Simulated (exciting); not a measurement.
**ErH: single point with LDA**

The system is ErH.

```
Er H
1.0
     0.00000    2.43585    2.43585
     2.43585    0.00000    2.43585
     2.43585    2.43585    0.00000
Er H
1 1
Direct
  0.00000 0.00000 0.00000
  0.50000 0.50000 0.50000
```

The cell comes from a database or a generator and needn't be the stable form of this composition.

| Item | Value |
| --- | --- |
| Program | exciting (release sodium) |
| Task | single point |
| Functional | LDA |
| Potentials or basis | all-electron LAPW+lo, shipped species files, valence relativity zora |
| rgkmax | 5 |
| k mesh | 9 × 9 × 9 |
| Occupations | gaussian, width 0.02 eV |
| Spin | collinear spin, ferromagnetic start |
| outputlevel | high |
| reducebf | 0.5 |
| gmaxvr (cutoff of density and potential) | 14 1/bohr |
| lmaxapw (and lmaxmat) | 10 |
| lmaxvr | 8 |
| nempty | 26 |
| Valence relativity | zora |
| epsengy | 1e-05 Ha |
| epspot | 1e-05 Ha |
| maxscl | 90 |
| Muffin-tin radii | Er 2.3, H 1.1 bohr |

The band gap on the k mesh is none (metal or under the smearing width). The net moment is 2.38 μB per cell, the site moments are Er +2.40; H -0.00 μB and the all electrons inside the program's atomic spheres are Er 65.40; H 0.49 (radii Er 2.3, H 1.1 bohr).

Levels at points of the mesh, in eV from the Fermi level:
Spin up:
```
           k point  band 10  band 11  band 12  band 13  band 14  band 15  band 16  band 17
(0.00, 0.00, 0.00)    -1.46    -1.46    -1.46     2.66     2.66     2.66     5.16     5.16
```
Spin down:
```
           k point  band 7  band 8  band 9  band 10  band 11  band 12  band 13  band 14
(0.00, 0.00, 0.00)   -0.10   -0.10   -0.07    -0.05    -0.05    -0.05     2.86     2.86
```

Run time: 4.1 min on 1 thread of Arm Neoverse V2 (shared host), peak memory 0.16 GiB.

Caveat: the magnetic or orbital state may not be the lowest; the log's total energy holds no entropy term; the free energy is that total less TS from the occupations; this treatment of relativity tilts energy against volume in heavier elements, by up to 2 % in the volume; spin-orbit coupling is left out, which moves the levels of the heavy elements; without U or exact exchange the open f shell lies at the Fermi level, which spoils levels, moments and volumes. The state reached can hang on the start; a lower one may exist.
